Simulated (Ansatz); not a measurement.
# C5H15GaSiTe: a ladder of functionals and wavefunction methods

An exercise on one series of results from a longer session: the logs are not shown, and one member is left open.

Computed with Ansatz 0.2.0, Gaussian basis. Level: functionals in def2-TZVPP, the program's frozen cores in correlated methods.

Plan: LDA (SPW92), PBE-D4, revPBE-D4, BLYP-D4, r2SCAN-D4, B97M-V, PBE0-D4, B3LYP-D4, r2SCANh-D4, r2SCAN0-D4, HSE06-D4, BHLYP-D4, CAM-B3LYP-D4, LC-ωPBE, ωB97X-V, ωB97M-V, B2PLYP, PBE-QIDH; CCSD(T)/def2-SVP.

### Structure used throughout

All runs share one geometry, relaxed beforehand with PBE0-D4 in a triple-zeta def2 set. Te takes the def2 core potential; no spin-orbit term is included.

SMILES `[CH3][Ga]([CH3])[Te][Si](C)(C)C`, 23 atoms, charge 0, spin multiplicity 1.

Atoms are counted from 1 here; the program's logs count them from 0.

Bond lengths: C1–Ga2 1.972 Å, C1–H9 1.094 Å, C1–H10 1.089 Å, C1–H11 1.092 Å, Ga2–C3 1.970 Å, Ga2–Te4 2.528 Å, C3–H12 1.090 Å, C3–H13 1.094 Å, C3–H14 1.093 Å, Te4–Si5 2.515 Å, Si5–C6 1.871 Å, Si5–C7 1.872 Å, Si5–C8 1.872 Å, C6–H15 1.095 Å, C6–H16 1.092 Å, C6–H17 1.091 Å, C7–H18 1.092 Å, C7–H19 1.095 Å and more. Angles: Ga2–C1–H9 109.0°, Ga2–C1–H10 113.2°, Ga2–C1–H11 110.0°, H9–C1–H10 108.0°, H9–C1–H11 107.6°, H10–C1–H11 108.9°, C1–Ga2–C3 122.0°, C1–Ga2–Te4 122.9°, C3–Ga2–Te4 115.1°, Ga2–C3–H12 112.1°, Ga2–C3–H13 109.5°, Ga2–C3–H14 110.3°, H12–C3–H13 108.4°, H12–C3–H14 109.0°, H13–C3–H14 107.4°, Ga2–Te4–Si5 99.0°, Te4–Si5–C6 110.6°, Te4–Si5–C7 110.3° and more.

Set-up of the first run:

File in.yaml:

```yaml
crystal:
  periodic: [false, false, false]
  atoms:
    - {symbol: C, position_ang: [2.309507, 0.964190, -0.395863]}
    - {symbol: Ga, position_ang: [2.013353, -0.465695, 0.930147]}
    - {symbol: C, position_ang: [3.486519, -1.215877, 2.002399]}
    - {symbol: Te, position_ang: [-0.266406, -1.450105, 1.404812]}
    - {symbol: Si, position_ang: [-1.618062, -0.126285, -0.252019]}
    - {symbol: C, position_ang: [-1.409041, 1.709266, 0.046402]}
    - {symbol: C, position_ang: [-1.121175, -0.575450, -2.000297]}
    - {symbol: C, position_ang: [-3.398071, -0.623149, 0.047221]}
    - {symbol: H, position_ang: [2.249932, 1.934300, 0.106518]}
    - {symbol: H, position_ang: [1.578402, 0.958321, -1.203595]}
    - {symbol: H, position_ang: [3.310861, 0.874978, -0.823121]}
    - {symbol: H, position_ang: [3.124246, -1.861443, 2.802247]}
    - {symbol: H, position_ang: [4.145495, -1.802819, 1.356001]}
    - {symbol: H, position_ang: [4.086598, -0.412723, 2.437830]}
    - {symbol: H, position_ang: [-2.044134, 2.276547, -0.641791]}
    - {symbol: H, position_ang: [-1.694896, 1.967814, 1.068165]}
    - {symbol: H, position_ang: [-0.376044, 2.025998, -0.107333]}
    - {symbol: H, position_ang: [-1.265278, -1.643548, -2.176712]}
    - {symbol: H, position_ang: [-1.732332, -0.022785, -2.721195]}
    - {symbol: H, position_ang: [-0.072806, -0.342460, -2.195878]}
    - {symbol: H, position_ang: [-4.058580, -0.093225, -0.646262]}
    - {symbol: H, position_ang: [-3.538895, -1.695819, -0.103228]}
    - {symbol: H, position_ang: [-3.709171, -0.380031, 1.065573]}
basis:
  gaussian: {orbitals: def2-TZVPP}
hamiltonian: {xc: lda}
output: {orbitals: {seedname: orbitals}}
```

Steps of the session up to this table: LDA; PBE-D4 (GGA); revPBE-D4 (GGA); BLYP-D4 (GGA); r2SCAN-D4 (meta-GGA); B97M-V (meta-GGA); PBE0-D4 (hybrid); B3LYP-D4 (hybrid); r2SCANh-D4 (hybrid); r2SCAN0-D4 (hybrid); HSE06-D4 (hybrid); BHLYP-D4 (hybrid); CAM-B3LYP-D4 (range-separated); LC-ωPBE (range-separated); ωB97X-V (range-separated); ωB97M-V (range-separated); B2PLYP (double hybrid); PBE-QIDH (double hybrid).

One of the session's tables, all rows but one given; the rest of the session is left out.

It belongs to the step «Orbital energies across the functionals». 

```
  functional  HOMO (eV)  gap (eV)
 LDA (SPW92)      -5.38      3.59
      PBE-D4      -5.22      3.70
   revPBE-D4      -5.16      3.76
     BLYP-D4      -5.05      3.62
   r2SCAN-D4      -5.46      4.15
      B97M-V      -5.45      4.02
     PBE0-D4      -6.18      5.41
    B3LYP-D4      -5.97      4.97
  r2SCANh-D4      -5.81      4.76
  r2SCAN0-D4      -6.34      5.68
    HSE06-D4      -5.80      4.66
    BHLYP-D4      -6.99      6.98
CAM-B3LYP-D4      -7.34      7.46
     LC-ωPBE      -8.58      9.79
     ωB97X-V          ?         ?
     ωB97M-V      -8.20      9.06
```

Q: Estimate the row for ωB97X-V from the others.

**Answer.** HOMO (eV): -8.31; gap (eV): 9.36. In the column «HOMO (eV)» it lies between LC-ωPBE (-8.58) and ωB97M-V (-8.20).
